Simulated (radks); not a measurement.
**Tb³⁺ in [Xe] 4f8: an all-electron calculation**

An exercise on one series of results from a longer session: the logs are not shown, and one member is left open.

Program: radks (a radial shooting solver on a logarithmic mesh, Libxc functionals) version 1. Level of theory: scalar-relativistic Kohn-Sham, exchange-only B88, spin-unpolarised, spherical densities, point nucleus. These are calculated values, not measurements, unless marked.

## The system

| Item | Value |
| --- | --- |
| element | terbium (Z = 65) |
| charge | +3 |
| electrons | 62 |
| configuration | [Xe] 4f8 |

Outer shells as boxes (Hund's rule):

Tb³⁺
```
[Xe] core
4f [↑↓][↑ ][↑ ][↑ ][↑ ][↑ ][↑ ]
```

Set-up of the first run:

The run's settings:

```text
Z 65
configuration [Xe] 4f8
relativity scalar-relativistic
functional b88,
spin unpolarised
nucleus point
c 137.035999084
```

One table of the session follows, with a row left open; its other results are not shown here.

It belongs to the step «Orbitals and density». From the orbitals of this run (lengths in bohr):

```
level      <r>  outermost maximum (interpolated)  90 % within  nodes
   1s  0.02150                            0.0136       0.0389      0
   2s  0.09149                            0.0775        0.142      1
   2p  0.08088                            0.0628        0.132      0
   3s   0.2394                             0.220        0.351      2
   3p   0.2381                             0.216        0.356      1
   3d   0.2165                             0.176        0.337      0
   4s   0.5409                             0.504        0.777      3
   4p   0.5727                             0.527        0.833      2
   4d   0.6216                             0.546        0.934      1
   5s    1.299                              1.17         1.87      4
   5p        ?                                 ?            ?      ?
   4f   0.8297                             0.550         1.42      0
```

Estimate the missing values for 5p.

**Answer.** <r>: 1.507; outermost maximum (interpolated): 1.32; 90 % within: 2.20; nodes: 3. In the column «<r>» it is the highest.

To keep in mind: Spin polarisation and multiplet splitting are left out.
